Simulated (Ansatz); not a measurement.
# BClF2H2OSi: two geometries relaxed

Are the two ends of the rotation by 120° about the B2–Si3 bond separate minima, and which lies lower? Each is relaxed from a guess. SMILES of the start: OB[Si](F)(F)Cl.

All numbers below are computed with Ansatz 0.2.0 (RKS PBE-D4/STO-3G).

## Step 1: The starting structure

Bond lengths: O1–B2 1.524 Å, B2–Si3 1.962 Å, Si3–F4 1.660 Å, Si3–F5 1.705 Å, Si3–Cl6 2.076 Å, O1–H7 1.002 Å, B2–H8 1.152 Å. Angles: O1–B2–Si3 121.4°, O1–B2–H8 118.5°, Si3–B2–H8 120.1°, B2–O1–H7 102.0°, B2–Si3–F4 108.6°, B2–Si3–F5 108.0°, B2–Si3–Cl6 109.8°, F4–Si3–F5 106.6°, F4–Si3–Cl6 113.8°, F5–Si3–Cl6 109.8°.

Coordinates:

```xyz
8

O     1.3857   -1.4161    0.5434
B     0.0935   -0.6244    0.7083
Si   -0.5615    0.5669   -0.7061
F    -0.7068   -0.3080   -2.1093
F     0.6301    1.7521   -0.9919
Cl   -2.3260    1.4760   -0.0990
H     2.0686   -0.7775    0.9027
H    -0.4915   -0.7260    1.6960
```

## Step 2: Relaxing end A

Contents of input.yaml:

```yaml
crystal:
  periodic: [false, false, false]
  atoms:
    - { symbol: O, position_ang: [1.3857, -1.4161, 0.5434] }
    - { symbol: B, position_ang: [0.0935, -0.6244, 0.7083] }
    - { symbol: Si, position_ang: [-0.5615, 0.5669, -0.7061] }
    - { symbol: F, position_ang: [-0.7068, -0.308, -2.1093] }
    - { symbol: F, position_ang: [0.6301, 1.7521, -0.9919] }
    - { symbol: Cl, position_ang: [-2.326, 1.476, -0.099] }
    - { symbol: H, position_ang: [2.0686, -0.7775, 0.9027] }
    - { symbol: H, position_ang: [-0.4915, -0.726, 1.696] }
basis:
  gaussian: { orbitals: STO-3G }
hamiltonian:
  xc: pbe
  dispersion: d4
relax:
  f_tol: 0.015
  max_steps: 40
```

Started as:

```bash
$ ansatz run input.yaml --threads 1 --pin off --max-ram 2048MiB --backend cpu --events-out ev --progress --plain --runs-dir out
```

Output, shortened:

```text
Warning: RAYON_NUM_THREADS=1 ignored (pool sized by the plan → 1); use --threads N
[...]
Functional definition: PBE
[...]
556 factors; integrals over basis functions are off by at most 1.8e-5 eV
[...]
mean field -28229.84815388 eV, -1037.4277847768 hartree, gradient 2.1e-5 eV, S^2 0.000000; 0 other end points of the search recorded, 0 dependent functions left out
[...]
reference -28229.84817281 eV, -1037.4277854723 hartree; 32, 32 occupied and 8, 8 virtual orbitals, 556 factors
relax step   1: F+E_penalty+E_count = -28230.04376276 eV  Δ(F+E_penalty+E_count) = +0.000e0 eV  max|allowed force component| = 4.310e0 eV/Å  Δτ_max = 0.0000 Å  (25 SCF iters, accepted)
[...]
relax step   6: F+E_penalty+E_count = -28231.79803766 eV  Δ(F+E_penalty+E_count) = -2.284e-1 eV  max|allowed force component| = 1.147e0 eV/Å  Δτ_max = 0.1982 Å  (26 SCF iters, accepted)
[...]
relax step  11: F+E_penalty+E_count = -28231.89819311 eV  Δ(F+E_penalty+E_count) = -3.932e-3 eV  max|allowed force component| = 1.113e-1 eV/Å  Δτ_max = 0.0346 Å  (28 SCF iters, accepted)
[...]
relax step  16: F+E_penalty+E_count = -28231.90363569 eV  Δ(F+E_penalty+E_count) = -1.602e-3 eV  max|allowed force component| = 1.867e-1 eV/Å  Δτ_max = 0.0975 Å  (26 SCF iters, accepted)
[...]
relax step  21: F+E_penalty+E_count = -28231.91263063 eV  Δ(F+E_penalty+E_count) = -2.077e-3 eV  max|allowed force component| = 2.029e-1 eV/Å  Δτ_max = 0.1215 Å  (27 SCF iters, accepted)
relax step  22: F+E_penalty+E_count = -28231.91404039 eV  Δ(F+E_penalty+E_count) = -1.410e-3 eV  max|allowed force component| = 1.695e-1 eV/Å  Δτ_max = 0.0219 Å  (27 SCF iters, accepted)
relax step  23: F+E_penalty+E_count = -28231.91729613 eV  Δ(F+E_penalty+E_count) = -3.256e-3 eV  max|allowed force component| = 2.035e-1 eV/Å  Δτ_max = 0.0982 Å  (26 SCF iters, accepted)
```

## Step 3: The output, continued: end point A relaxed

The log, continued, shortened:

```text
relax step  24: F+E_penalty+E_count = -28231.91738571 eV  Δ(F+E_penalty+E_count) = -8.957e-5 eV  max|allowed force component| = 1.783e-1 eV/Å  Δτ_max = 0.0051 Å  (21 SCF iters, accepted)
[...]
relax step  26: F+E_penalty+E_count = -28231.91981066 eV  Δ(F+E_penalty+E_count) = -1.398e-3 eV  max|allowed force component| = 2.404e-1 eV/Å  Δτ_max = 0.1413 Å  (25 SCF iters, accepted)
[...]
relax step  28: F+E_penalty+E_count = -28231.92218176 eV  Δ(F+E_penalty+E_count) = -2.150e-5 eV  max|allowed force component| = 2.625e-2 eV/Å  Δτ_max = 0.0014 Å  (20 SCF iters, accepted)
[...]
relax step  30: F+E_penalty+E_count = -28231.92262852 eV  Δ(F+E_penalty+E_count) = -2.252e-4 eV  max|allowed force component| = 1.075e-1 eV/Å  Δτ_max = 0.0608 Å  (27 SCF iters, accepted)
[...]
reference -28231.72724961 eV, -1037.4968402712 hartree; 32, 32 occupied and 8, 8 virtual orbitals, 556 factors
Total energy: -28231.92339897 eV, -1037.5040486271 hartree
Atom 0 at     0.835078    -1.592836     0.505947 Å, force     0.003083     0.008052     0.003786 eV/Å
Atom 1 at     0.520615    -0.281421     0.690351 Å, force     0.008317    -0.014713     0.004114 eV/Å
Atom 2 at    -0.443986     0.646202    -0.776391 Å, force    -0.009068     0.007939    -0.000592 eV/Å
Atom 3 at    -0.320351     0.005808    -2.288143 Å, force     0.001818     0.000153    -0.003631 eV/Å
Atom 4 at    -0.052465     2.234859    -0.958676 Å, force    -0.000758    -0.002631    -0.000696 eV/Å
Atom 5 at    -2.541533     0.593349    -0.266134 Å, force     0.000680     0.000672    -0.000333 eV/Å
Atom 6 at     1.307310    -1.957117     1.347531 Å, force    -0.004508     0.000447    -0.000269 eV/Å
Atom 7 at     0.787432     0.294157     1.689615 Å, force     0.000437     0.000081    -0.002379 eV/Å
Dipole moment:     0.884850    -0.363307     0.281625 e Å
```

It took 33 s on 1 thread of AMD EPYC 9R45 (Zen 5), shared host; peak memory 0.19 GiB.

Relaxation path, one in 2:

| step | energy from step 1 (eV) | largest force component (eV/Å) |
| --- | --- | --- |
| 1 | 0.0000 | 4.3103 |
| 3 | -0.7132 | 2.5000 |
| 5 | -1.5259 | 2.8752 |
| 7 | -1.8117 | 0.5434 |
| 9 | -1.8492 | 0.3341 |
| 11 | -1.8544 | 0.1113 |
| 13 | -1.8570 | 0.0409 |
| 15 | -1.8583 | 0.0515 |
| 17 | -1.8601 | 0.2377 |
| 19 | -1.8640 | 0.2213 |
| 21 | -1.8689 | 0.2029 |
| 23 | -1.8735 | 0.2035 |
| 25 | -1.8746 | 0.0740 |
| 27 | -1.8784 | 0.0260 |
| 29 | -1.8786 | 0.0732 |
| 31 | -1.8794 | 0.0330 |
| 33 | -1.8796 | 0.0087 |
| 34 | -1.8796 | 0.0147 |

Step 1 is the start. 1 step was tried and not accepted (marked x).

After: Bond lengths: O1–B2 1.361 Å, B2–Si3 1.986 Å, Si3–F4 1.646 Å, Si3–F5 1.646 Å, Si3–Cl6 2.159 Å, O1–H7 1.031 Å, B2–H8 1.184 Å. Angles: O1–B2–Si3 117.5°, O1–B2–H8 122.1°, Si3–B2–H8 120.4°, B2–O1–H7 109.6°, B2–Si3–F4 117.4°, B2–Si3–F5 114.7°, B2–Si3–Cl6 106.6°, F4–Si3–F5 104.8°, F4–Si3–Cl6 106.3°, F5–Si3–Cl6 106.3°.

## Step 4: End point B

The second end starts from a geometry with the move made by hand.

input.yaml, as its differences from that of step 2:

```diff
@@ -6,5 +6,5 @@
     - { symbol: Si, position_ang: [-0.5615, 0.5669, -0.7061] }
-    - { symbol: F, position_ang: [-0.7068, -0.308, -2.1093] }
-    - { symbol: F, position_ang: [0.6301, 1.7521, -0.9919] }
-    - { symbol: Cl, position_ang: [-2.326, 1.476, -0.099] }
+    - { symbol: F, position_ang: [0.53046, 1.8011, -0.90585] }
+    - { symbol: F, position_ang: [-2.01139, 1.28179, -0.16477] }
+    - { symbol: Cl, position_ang: [-0.91843, -0.52413, -2.43548] }
     - { symbol: H, position_ang: [2.0686, -0.7775, 0.9027] }
```

Started as:

```bash
$ ansatz run input.yaml --threads 1 --pin off --max-ram 2048MiB --backend cpu --events-out ev --progress --plain --runs-dir out
```

Output, shortened:

```text
Warning: RAYON_NUM_THREADS=1 ignored (pool sized by the plan → 1); use --threads N
[...]
[... 1 set-up line as earlier in the session ...]
[...]
555 factors; integrals over basis functions are off by at most 1.8e-5 eV
[...]
mean field -28229.84032636 eV, -1037.4274971208 hartree, gradient 2.2e-5 eV, S^2 0.000000; 0 other end points of the search recorded, 0 dependent functions left out
[...]
reference -28229.84034535 eV, -1037.4274978185 hartree; 32, 32 occupied and 8, 8 virtual orbitals, 555 factors
relax step   1: F+E_penalty+E_count = -28230.03730159 eV  Δ(F+E_penalty+E_count) = +0.000e0 eV  max|allowed force component| = 4.309e0 eV/Å  Δτ_max = 0.0000 Å  (24 SCF iters, accepted)
[...]
relax step   5: F+E_penalty+E_count = -28231.62975795 eV  Δ(F+E_penalty+E_count) = -4.597e-1 eV  max|allowed force component| = 2.986e0 eV/Å  Δτ_max = 0.1974 Å  (34 SCF iters, accepted)
[...]
relax step   9: F+E_penalty+E_count = -28231.91351280 eV  Δ(F+E_penalty+E_count) = -1.825e-3 eV  max|allowed force component| = 7.088e-2 eV/Å  Δτ_max = 0.0291 Å  (28 SCF iters, accepted)
[...]
relax step  13: F+E_penalty+E_count = -28231.91591609 eV  Δ(F+E_penalty+E_count) = -9.214e-4 eV  max|allowed force component| = 1.324e-1 eV/Å  Δτ_max = 0.0101 Å  (27 SCF iters, accepted)
[...]
relax step  16: F+E_penalty+E_count = -28231.91907507 eV  Δ(F+E_penalty+E_count) = -1.484e-3 eV  max|allowed force component| = 9.618e-2 eV/Å  Δτ_max = 0.0958 Å  (27 SCF iters, accepted)
[...]
relax step  17: F+E_penalty+E_count = -28231.91885283 eV  Δ(F+E_penalty+E_count) = +2.222e-4 eV  max|allowed force component| = 2.059e-1 eV/Å  Δτ_max = 0.0855 Å  (27 SCF iters, rejected (line search))
[...]
555 factors; integrals over basis functions are off by at most 3.4e-5 eV
mean field -28231.72330405 eV, -1037.4966952744 hartree, gradient 4.2e-6 eV, S^2 0.000000; 0 other end points of the search recorded, 0 dependent functions left out
[...]
reference -28231.72332346 eV, -1037.4966959876 hartree; 32, 32 occupied and 8, 8 virtual orbitals, 555 factors
```

## Step 5: The log goes on: end point B relaxed

Output, continued, shortened:

```text
relax step  18: F+E_penalty+E_count = -28231.92002275 eV  Δ(F+E_penalty+E_count) = -9.477e-4 eV  max|allowed force component| = 3.800e-2 eV/Å  Δτ_max = 0.0427 Å  (27 SCF iters, accepted)
[...]
relax step  21: F+E_penalty+E_count = -28231.92174829 eV  Δ(F+E_penalty+E_count) = -3.252e-4 eV  max|allowed force component| = 1.295e-1 eV/Å  Δτ_max = 0.0206 Å  (28 SCF iters, accepted)
[...]
relax step  24: F+E_penalty+E_count = -28231.92299383 eV  Δ(F+E_penalty+E_count) = -4.009e-4 eV  max|allowed force component| = 9.351e-2 eV/Å  Δτ_max = 0.0568 Å  (25 SCF iters, accepted)
[...]
relax step  27: F+E_penalty+E_count = -28231.92316035 eV  Δ(F+E_penalty+E_count) = +2.998e-5 eV  max|allowed force component| = 5.911e-2 eV/Å  Δτ_max = 0.0357 Å  (27 SCF iters, rejected (line search))
[...]
reference -28231.72720129 eV, -1037.4968384956 hartree; 32, 32 occupied and 8, 8 virtual orbitals, 555 factors
Total energy: -28231.92336608 eV, -1037.5040474185 hartree
Atom 0 at     1.618165    -0.689295     0.639052 Å, force     0.001575    -0.006515     0.010251 eV/Å
Atom 1 at     0.263833    -0.558005     0.663835 Å, force    -0.004909    -0.001857    -0.001983 eV/Å
Atom 2 at    -0.566719     0.654439    -0.672143 Å, force    -0.002968     0.005728     0.001185 eV/Å
Atom 3 at     0.377337     1.847324    -1.302479 Å, force    -0.001103    -0.002517     0.001203 eV/Å
Atom 4 at    -1.923951     1.425223    -0.148463 Å, force     0.003107    -0.002018    -0.002012 eV/Å
Atom 5 at    -1.174950    -0.580536    -2.335695 Å, force    -0.000311    -0.000305    -0.000192 eV/Å
Atom 6 at     1.912975    -1.364335     1.361272 Å, force     0.001577     0.004604    -0.006663 eV/Å
Atom 7 at    -0.411250    -1.153155     1.432822 Å, force     0.003032     0.002879    -0.001789 eV/Å
Dipole moment:     0.518540    -0.033299     0.849584 e Å
```

Run time: 29 s. Hardware: 1 thread of AMD EPYC 9R45 (Zen 5), shared host; peak memory 0.19 GiB.

Relaxation path, one in 2:

```
step  energy from step 1 (eV)  largest force component (eV/Å)
   1                   0.0000                          4.3090
   3                  -0.7537                          2.6201
   5                  -1.5925                          2.9859
   7                  -1.8631                          0.2529
   9                  -1.8762                          0.0709
  11                  -1.8769                          0.0156
  13                  -1.8786                          0.1324
 15x                  -1.8768                          0.3995
 17x                  -1.8816                          0.2059
  19                  -1.8829                          0.0837
  21                  -1.8844                          0.1295
  23                  -1.8853                          0.0956
  25                  -1.8858                          0.0933
 27x                  -1.8859                          0.0591
  29                  -1.8860                          0.0154
  30                  -1.8860                          0.0103
```

Step 1 is the start. 3 steps were tried and not accepted (marked x).

After: Bond lengths: O1–B2 1.361 Å, B2–Si3 1.986 Å, Si3–F4 1.647 Å, Si3–F5 1.646 Å, Si3–Cl6 2.159 Å, O1–H7 1.032 Å, B2–H8 1.184 Å. Angles: O1–B2–Si3 117.6°, O1–B2–H8 122.1°, Si3–B2–H8 120.4°, B2–O1–H7 109.6°, B2–Si3–F4 117.4°, B2–Si3–F5 114.6°, B2–Si3–Cl6 106.7°, F4–Si3–F5 104.8°, F4–Si3–Cl6 106.3°, F5–Si3–Cl6 106.3°.

## Step 6: What came out

| quantity | value |
| --- | --- |
| end A | 32 moves, 1.880 eV lower |
| end B | 26 moves, 1.886 eV lower |
| largest difference between the ends | 0.03 Å |
| end B relative to end A | +0.000 eV |

Both starts fell into the same minimum (no atom differs by more than 0.03 Å), so from this start no second minimum was found and no band was run; another arrangement could still be one. The basis is very small, so the numbers are rough.
